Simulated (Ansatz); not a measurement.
# BiRh: the cost of one run

Method: DFT LDA, scalar-relativistic, in Ansatz 0.2.0.

**1. Starting point**

It takes space group P6_3/mmc (No. 194, hexagonal). Conventional cell: a = 4.094 Å, b = 4.094 Å, c = 5.663 Å, α = 90.00°, β = 90.00°, γ = 120.00°. Around Bi (site symmetry -6m2) lie 6 Rh at 2.76 Å. Rh (site symmetry -3m) has 6 Bi at 2.76 Å and 2 Rh at 2.83 Å in its first shell of neighbours.

Coordinates:

```
CELL_PARAMETERS angstrom
4.09400 0.00000 0.00000
-2.04700 3.54551 0.00000
0.00000 0.00000 5.66300
ATOMIC_POSITIONS crystal
Bi 0.33333 0.66667 0.25000
Bi 0.66667 0.33333 0.75000
Rh 0.00000 0.00000 0.00000
Rh 0.00000 0.00000 0.50000
```

Atoms are numbered in the order of the input: Bi1, Bi2, Rh3, Rh4.

**2. Volume × 0.96, LAPW**

Input file input.yaml:

```yaml
crystal:
  lattice:
    - [4.0386697459, 0.0, 0.0]
    - [-2.0193348729, 3.4975905974, 0.0]
    - [0.0, 0.0, 5.5864635908]
  atoms:
    - { symbol: Bi, position: [0.3333333333, 0.6666666667, 0.25] }
    - { symbol: Bi, position: [0.6666666667, 0.3333333333, 0.75] }
    - { symbol: Rh, position: [0.0, 0.0, 0.0] }
    - { symbol: Rh, position: [0.0, 0.0, 0.5] }
kpoints:
  mp_grid: { grid: [12, 12, 7] }
  band_path:
    path:
      - [0.0, 0.0, 0.0]
      - [0.5, 0.0, 0.0]
      - [0.3333333333, 0.3333333333, 0.0]
      - [0.0, 0.0, 0.0]
      - [0.0, 0.0, 0.5]
      - [0.5, 0.0, 0.5]
      - [0.3333333333, 0.3333333333, 0.5]
      - [0.0, 0.0, 0.5]
      - [0.5, 0.0, 0.5]
    npoints: 5
scf:
  occupations: { method: fermi_dirac, width: 0.03 }
hamiltonian:
  xc: lda
  pseudopotentials: { kind: all_electron, lapw: { basis_error: 0.001 } }
output:
  forces: true
  stress: true
  eigenvalues: true
```

Run with:

```console
ansatz run input.yaml --threads 1 --pin off --max-ram 4096MiB --backend cpu --events-out ev --progress --plain --runs-dir out
```

What time and memory should one allow on 1 thread of Intel Xeon 6975P-C (Granite Rapids), shared host?

About 60 s, with a peak of 1.1 GiB.
